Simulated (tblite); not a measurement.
# C5H10NOS: the cost of one run

Computed with tblite 0.8.0 and PySCF 2.14.0, with density-fitted response routines of our own, on a single molecule in the gas phase. Atoms count from 0, in the outputs and in this text.

### Step 1. Starting geometry

18 atoms, charge -1, multiplicity 1; geometry from: force field or distance geometry start.

Bonds of the start (Å): C0–C1 1.52, C1–S2 1.78, C1–C3 1.48, C3–O4 1.27, C3–N5 1.40, N5–C6 1.44, N5–C7 1.46, C0–H8 1.11, C0–H9 1.11, C0–H10 1.09, C1–H11 1.10, C6–H12 1.11, C6–H13 1.11, C6–H14 1.12, C7–H15 1.12, C7–H16 1.09, C7–H17 1.12.

### Step 2. Relaxing the molecule with GFN2-xTB

What the job is given:

```
{"job": {"kind": "relax", "xc": "GFN2-xTB", "basis": "xTB"}, "charge": -1, "multiplicity": 1}
C      2.079600     0.337600     0.275400
C      1.441400    -0.732700    -0.595100
S      2.468700    -2.181700    -0.646200
C      0.084700    -0.985100    -0.067500
O     -0.161700    -2.163900     0.347500
N     -0.945500    -0.040500     0.025500
C     -2.219400    -0.450300     0.566200
C     -0.809800     1.350800    -0.384400
H      1.512100     0.405600     1.227000
H      3.095600    -0.026400     0.551100
H      2.184100     1.276400    -0.268700
H      1.318000    -0.306400    -1.606200
H     -2.133600    -1.428300     1.076900
H     -2.954000    -0.512900    -0.259100
H     -2.540600     0.349800     1.284300
H     -0.508500     1.416400    -1.457000
H     -0.089800     1.896500     0.227800
H     -1.830000     1.801700    -0.308900
```

Command:

```sh
$ OMP_NUM_THREADS=1 python probes_run.py task.json out
```

This one command runs all jobs of the session in turn.

**Question.** How long does this first job take on 1 thread of Intel Xeon at 2.50GHz, shared host, and how much memory does it need?

About 4.4 s, with a peak of 0.18 GiB.
